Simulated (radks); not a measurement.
**Mn⁴⁺ in [Ar] 3d3: an all-electron calculation**

Wanted: eigenvalues, radial structure and energy terms of the manganese ion Mn4+.

The numbers are computed with radks (a radial shooting solver on a logarithmic mesh, Libxc functionals) version 1 (scalar-relativistic Kohn-Sham, BP86, spin-unpolarised, spherical densities, finite nucleus), except any that are marked as measured or tabulated.

## (1) Starting point

* element: manganese (Z = 25)
* charge: +4
* electrons: 21
* configuration: [Ar] 3d3
* nuclear rms radius: 3.7057 fm

The outer shells:

Mn⁴⁺
```
[Ar] core
3d [↑ ][↑ ][↑ ][  ][  ]
```

## (2) The run

Input:

```text
Z 25
configuration [Ar] 3d3
relativity scalar-relativistic
functional b88,p86
spin unpolarised
nucleus finite rms 3.7057 fm
c 137.035999084
```

Command:

```
python run_ks.py task.json out
```

All runs below come from this command, one after another.

**Question.** What will this run give?

**Answer**, as computed:

```
                        quantity                 value
                    total energy   -1154.74755 hartree
exchange-correlation share of it                4.39 %
                            −T/E                1.0112
          highest occupied level        3d, -60.770 eV
    most extended occupied level  3d, <r> = 0.965 bohr
 radius at density 0.001 e/bohr³             2.52 bohr
    maxima of the radial density                     3
         ionisation energy, NIST   72.4 (semi-emp.) eV
```

What this shows: The radial density shows 3 maxima for 3 occupied principal shells. Relativity lifts −T/E to 1.011. Minus the highest eigenvalue, 60.770 eV, is 84 % of the tabulated ionisation energy (72.4 eV); the potential of a semilocal functional falls off too fast, so its top eigenvalue is too shallow. Spin polarisation and multiplet splitting are left out.
